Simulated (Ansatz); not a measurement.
**GeH₅ (doublet): from Hartree-Fock to the top rungs at distance H1–H2 along a hydrogen transfer = 1.005 Å, cc-pVTZ**

How much of the correlation energy of GeH₅ (doublet) does each wave-function method recover here?

Program: Ansatz 0.2.0, Gaussian basis. Level of theory: cc-pVTZ, correlated electrons: outside noble gas. These are calculated values, not measurements.

To be run: UHF; CCSD(T) on ROHF; CCSD(T) on UHF; BCCD(T) on ROHF; CISD; CCSDT(Q) on ROHF; CCSDT(Q) on UHF; CASSCF and NEVPT2, 3 electrons in 3 orbitals; CASSCF and NEVPT2, 9 electrons in 9 orbitals.

## (1) The system

The geometry derives from fragments relaxed apart (PBE0/def2-TZVP) and kept rigid, so it is no stationary point. A hydrogen atom is moved between rigid fragments. No spin-orbit coupling is included. The filled d shell of Ge may be among the frozen orbitals whatever the setting's name suggests; the logs give the count.

6 atoms, charge 0, spin multiplicity 2.

Atoms are counted from 1 here; the program's logs count them from 0.

Bond lengths: H2–Ge3 1.634 Å, Ge3–H4 1.539 Å, Ge3–H5 1.539 Å, Ge3–H6 1.539 Å. Angles: H2–Ge3–H4 107.7°, H2–Ge3–H5 107.7°, H2–Ge3–H6 107.7°, H4–Ge3–H5 111.2°, H4–Ge3–H6 111.2°, H5–Ge3–H6 111.2°.

In the tables R marks a restricted open-shell determinant and U an unrestricted one; 'pair' is the active space of 3 electrons in 3 orbitals; 'valence' is the active space of 9 electrons in 9 orbitals; correlation energies count from the lowest restricted Hartree-Fock solution.

## (2) UHF

The input, in.yaml:

```yaml
crystal:
  periodic: [false, false, false]
  atoms:
    - {symbol: H, position_ang: [-2.601799, 0.000000, -0.000001]}
    - {symbol: H, position_ang: [-1.596799, 0.000000, 0.000000]}
    - {symbol: Ge, position_ang: [0.037201, 0.000000, 0.000000]}
    - {symbol: H, position_ang: [0.505869, -1.465915, 0.000000]}
    - {symbol: H, position_ang: [0.505870, 0.732957, -1.269519]}
    - {symbol: H, position_ang: [0.505869, 0.732957, 1.269520]}
basis:
  gaussian: {orbitals: cc-pVTZ}
magnetization: {spin_polarized: true, initial_magnetization: 1}
hamiltonian: {xc: hf}
output: {orbitals: {seedname: orbitals}}
```

Launch:

```console
ansatz run in.yaml --threads 1 --pin off --events-out ev --progress --plain --max-ram 7936MiB --backend cpu
```

The runs that follow: CCSD(T) on ROHF; CCSD(T) on UHF; BCCD(T) on ROHF; CISD; CCSDT(Q) on ROHF; CCSDT(Q) on UHF; CASSCF and NEVPT2, 3 electrons in 3 orbitals; CASSCF and NEVPT2, 9 electrons in 9 orbitals.

**Question.** What will the summary of the whole plan be? Wanted: correlation energy, UCCSDT(Q); RMP2 from UCCSDT(Q); UMP2 from UCCSDT(Q); RCCSD from UCCSDT(Q); RCCSD(T) from UCCSDT(Q); UCCSD(T) from UCCSDT(Q); RCCSDT(Q) from UCCSDT(Q); NEVPT2 pair from UCCSDT(Q); NEVPT2 valence from UCCSDT(Q).

**Answer**, as computed:

| quantity | value |
| --- | --- |
| correlation energy, UCCSDT(Q) | -5.3206 eV |
| RMP2 from UCCSDT(Q) | +1027.6 meV |
| UMP2 from UCCSDT(Q) | +1039.7 meV |
| RCCSD from UCCSDT(Q) | +152.9 meV |
| RCCSD(T) from UCCSDT(Q) | +28.0 meV |
| UCCSD(T) from UCCSDT(Q) | +26.8 meV |
| RCCSDT(Q) from UCCSDT(Q) | +2.2 meV |
| NEVPT2 pair from UCCSDT(Q) | +1011.5 meV |
| NEVPT2 valence from UCCSDT(Q) | +961.6 meV |
| levels of the table within 1 kcal/mol (43 meV) | RCCSD(T), UCCSD(T), BCCD(T), RCCSDT, UCCSDT, RCCSDT(Q) |
| T1 diagnostic | 0.024 |
| effectively unpaired electrons | 1.02 |

What this shows: RCCSD(T) lands +28.0 meV from the yardstick (0.5 % of the correlation energy). One determinant dominates. Of the multireference levels listed NEVPT2 valence comes nearest in total energy (+961.6 meV), which doesn't show that its space is the better one. These misses are within one basis, not against nature; the frozen cores of restricted and unrestricted runs differ, which can shift their rows.
